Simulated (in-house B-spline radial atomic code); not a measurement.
**Ru⁶⁺: excited configurations in jj coupling**

Aim: the energies of several excited configurations of Ru⁶⁺ above a reference configuration, each from its own self-consistent run.

The numbers are computed with in-house B-spline radial atomic code version 1 (Dirac-Hartree-Fock, average of configuration, Fermi nucleus, basis-set limit), except any that are marked as measured or tabulated.

## Step 1: The atom as given

| Property | Result |
| --- | --- |
| element | ruthenium (Z = 44) |
| charge | +6 |
| electrons | 38 |
| configuration | 1s2 2s2 2p6 3s2 3p6 3d10 4s2 4p6 4d-2 |
| Hamiltonian | Dirac-Coulomb |
| nucleus | Fermi, rms radius 4.481 fm |

In configurations, a minus sign after the shell means j = l − 1/2 and a plus sign j = l + 1/2; the count of electrons follows.

Settings of the run:

```ini
Z = 44
electrons = 38.0
configuration = 1s2 2s2 2p6 3s2 3p6 3d10 4s2 4p6 4d-2
hamiltonian = dirac
method = hf
spin_polarised = False
nucleus = fermi
rms_radius = 4.4809
mass_number = 102
atomic_mass = 101.904340312
speed_of_light = 137.035999084
```

From the earlier run of the reference: total energy -4520.967776 hartree. Levels, eight at most:

| orbital | occupation | energy (eV) | <r> (bohr) |
| --- | --- | --- | --- |
| 3p1/2 | 2 | -601.77 | 0.3934 |
| 3p3/2 | 4 | -578.40 | 0.4035 |
| 3d3/2 | 4 | -399.58 | 0.3802 |
| 3d5/2 | 6 | -394.23 | 0.3840 |
| 4s1/2 | 2 | -179.88 | 0.9903 |
| 4p1/2 | 2 | -146.66 | 1.054 |
| 4p3/2 | 4 | -139.74 | 1.075 |
| 4d3/2 | 2 | -92.740 | 1.262 |

## Step 2: 1s2 2s2 2p6 3s2 3p6 3d10 4s2 4p-1 4p+4 4d-1 4d+1 7g+1

Settings of the run:

```ini
Z = 44
electrons = 38.0
configuration = 1s2 2s2 2p6 3s2 3p6 3d10 4s2 4p-1 4p+4 4d-1 4d+1 7g+1
hamiltonian = dirac
method = hf
spin_polarised = False
nucleus = fermi
rms_radius = 4.4809
mass_number = 102
atomic_mass = 101.904340312
speed_of_light = 137.035999084
```

## Step 3: 1s2 2s2 2p6 3s2 3p6 3d10 4s2 4p6 4d+1 7g-1

Changes to the settings of step 2:

```diff
@@ -2,3 +2,3 @@
 electrons = 38.0
-configuration = 1s2 2s2 2p6 3s2 3p6 3d10 4s2 4p-1 4p+4 4d-1 4d+1 7g+1
+configuration = 1s2 2s2 2p6 3s2 3p6 3d10 4s2 4p6 4d+1 7g-1
 hamiltonian = dirac
```

## Step 4: Run with 1s2 2s2 2p6 3s2 3p6 3d-4 3d+5 4s2 4p6 4d-2 7g-1

Changes to the settings of step 3:

```diff
@@ -2,3 +2,3 @@
 electrons = 38.0
-configuration = 1s2 2s2 2p6 3s2 3p6 3d10 4s2 4p6 4d+1 7g-1
+configuration = 1s2 2s2 2p6 3s2 3p6 3d-4 3d+5 4s2 4p6 4d-2 7g-1
 hamiltonian = dirac
```

## Step 5: Configuration 1s2 2s2 2p6 3s2 3p6 3d10 4s2 4p6 4d-1 5f+1

Changes to the settings of step 4:

```diff
@@ -2,3 +2,3 @@
 electrons = 38.0
-configuration = 1s2 2s2 2p6 3s2 3p6 3d-4 3d+5 4s2 4p6 4d-2 7g-1
+configuration = 1s2 2s2 2p6 3s2 3p6 3d10 4s2 4p6 4d-1 5f+1
 hamiltonian = dirac
```

## Step 6: Run with 1s2 2s2 2p6 3s2 3p6 3d10 4s2 4p-2 4p+3 4d+2 6s1

Changes to the settings of step 5:

```diff
@@ -2,3 +2,3 @@
 electrons = 38.0
-configuration = 1s2 2s2 2p6 3s2 3p6 3d10 4s2 4p6 4d-1 5f+1
+configuration = 1s2 2s2 2p6 3s2 3p6 3d10 4s2 4p-2 4p+3 4d+2 6s1
 hamiltonian = dirac
```

## Step 7: 1s2 2s2 2p6 3s2 3p6 3d10 4s2 4p6 4d-1 6f+1

Changes to the settings of step 6:

```diff
@@ -2,3 +2,3 @@
 electrons = 38.0
-configuration = 1s2 2s2 2p6 3s2 3p6 3d10 4s2 4p-2 4p+3 4d+2 6s1
+configuration = 1s2 2s2 2p6 3s2 3p6 3d10 4s2 4p6 4d-1 6f+1
 hamiltonian = dirac
```

## Step 8: Configuration 1s2 2s2 2p6 3s2 3p6 3d10 4s2 4p6 4d+2

Changes to the settings of step 7:

```diff
@@ -2,3 +2,3 @@
 electrons = 38.0
-configuration = 1s2 2s2 2p6 3s2 3p6 3d10 4s2 4p6 4d-1 6f+1
+configuration = 1s2 2s2 2p6 3s2 3p6 3d10 4s2 4p6 4d+2
 hamiltonian = dirac
```

## Step 9: Configuration 1s2 2s2 2p6 3s2 3p6 3d10 4s2 4p6 4d-1 4d+1

Changes to the settings of step 8:

```diff
@@ -2,3 +2,3 @@
 electrons = 38.0
-configuration = 1s2 2s2 2p6 3s2 3p6 3d10 4s2 4p6 4d+2
+configuration = 1s2 2s2 2p6 3s2 3p6 3d10 4s2 4p6 4d-1 4d+1
 hamiltonian = dirac
```

Before running: How far above the reference does each configuration lie (order and size, in eV)?

As calculated:

| net move | configuration | energy above the reference (eV) | with Breit, QED, recoil (eV) | largest <r> (bohr) |
| --- | --- | --- | --- | --- |
| 4d3/2 → 4d5/2 | 1s2 2s2 2p6 3s2 3p6 3d10 4s2 4p6 4d-1 4d+1 | 0.711 | 0.692 | 1.27 |
| 2×4d3/2 → 2×4d5/2 | 1s2 2s2 2p6 3s2 3p6 3d10 4s2 4p6 4d+2 | 1.086 | 1.050 | 1.27 |
| 4d3/2 → 5f7/2 | 1s2 2s2 2p6 3s2 3p6 3d10 4s2 4p6 4d-1 5f+1 | 62.037 | 62.032 | 3.79 |
| 4d3/2 → 6f7/2 | 1s2 2s2 2p6 3s2 3p6 3d10 4s2 4p6 4d-1 6f+1 | 71.523 | 71.521 | 6.02 |
| 2×4d3/2 → 4d5/2, 7g7/2 | 1s2 2s2 2p6 3s2 3p6 3d10 4s2 4p6 4d+1 7g-1 | 78.944 | 78.926 | 8.98 |
| 2×4d3/2, 4p3/2 → 2×4d5/2, 6s | 1s2 2s2 2p6 3s2 3p6 3d10 4s2 4p-2 4p+3 4d+2 6s1 | 102.58 | 102.50 | 3.72 |
| 4d3/2, 4p1/2 → 4d5/2, 7g9/2 | 1s2 2s2 2p6 3s2 3p6 3d10 4s2 4p-1 4p+4 4d-1 4d+1 7g+1 | 130.98 | 130.84 | 8.96 |
| 3d5/2 → 7g7/2 | 1s2 2s2 2p6 3s2 3p6 3d-4 3d+5 4s2 4p6 4d-2 7g-1 | 371.52 | 371.52 | 8.95 |

**Reading.** At the bottom stands 4d3/2 → 4d5/2 (0.711 eV), at the top 3d5/2 → 7g7/2 (371.52 eV). Koopmans' estimate of the ionisation threshold is 92.740 eV; 3 configurations exceed it by over 2 % and could autoionise. These are averages over configurations, without correlation, not spectroscopic levels.
